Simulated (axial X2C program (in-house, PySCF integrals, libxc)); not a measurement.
**INdI: the levels of the configuration f3 s1 d(πδ)0**

Which Ω levels does INdI have in the configuration f3 s1 d(πδ)0, and how far apart?

Method: two-component X2C, average-of-configuration Hartree–Fock and CI in the open shells; program: an in-house X2C program for linear molecules on PySCF integrals.

All values are calculated.

## (1) Set-up

task.json

```json
{"zs": [53, 60, 53], "q": 0, "bas": ["dyall-v3z", "dyall-v3z", "dyall-v3z"], "r0": 3.07, "metal": 1, "shells": [[3, [0, 1, 2, 3], 3], [0, [0], 1], [2, [1, 2], 0]], "fix": 0, "emax": 2.2, "nroots": 4}
```

Keys: zs atomic numbers; q charge; bas basis sets; r0 starting distance in Å; metal index of the metal atom; shells open shells as [l, |m| values, electrons]; fix electron count of the first shell held; emax energy window in eV; nroots roots for each Ω.

The run is started by

```console
$ python soci.py task.json out
```

Two-component X2C with atomic mean-field Coulomb and Gaunt terms, basis I dyall-v3z, Nd dyall-v3z (cores contracted in-house). Orbitals come from Hartree–Fock averaged over the configuration Nd f3 s1 d(πδ)0; CI then distributes these electrons over the f, s, d(πδ) shells of Nd.

## (2) CI at I–Nd–I held linear, both bonds 2.992 Å

Before running it: what results should come out? Wanted: lowest level of the model; next level; lowest curve, Re and ωe.

As calculated:

| quantity | value |
| --- | --- |
| lowest level of the model | Ω = 6, g∥ = 8.37, 100% f3 d(πδ)1 |
| next level | Ω = 5, 445 cm⁻¹ higher |
| lowest curve, Re and ωe | 3.061 Å, 119.8 cm⁻¹ |

**Reading.** In the lowest level ⟨Sz⟩ = -1.81 and ⟨Lz⟩ = 7.81; its leading determinant has weight 0.67 among 296. From 2.992 to 3.366 Å the gap from the lowest to the fifth level goes from 1450 to 1542 cm⁻¹. Without dynamic correlation distances can be off by several hundredths of an Å, and the wavenumbers are rough. There is no dynamic correlation: spin–orbit spacings and, for f shells, spacings inside one term are the most reliable numbers, splittings between terms come out too wide, and energies between configurations are not reliable, so the lowest level need not be the ground state of the molecule. The lowest levels belong to f3 d(πδ)1, not to the averaged configuration, so orbitals and distance suit them less well. At most 4 roots were kept for each Ω > 0 (twice that for Ω = 0) within 2.2 eV of the lowest, so higher up levels can be missing between those listed; levels with Ω > 0 are doubly degenerate and listed once, Ω = 0 levels singly. States that fill the shells left empty in the average are placed too high. The molecule was held linear; bending was not examined.
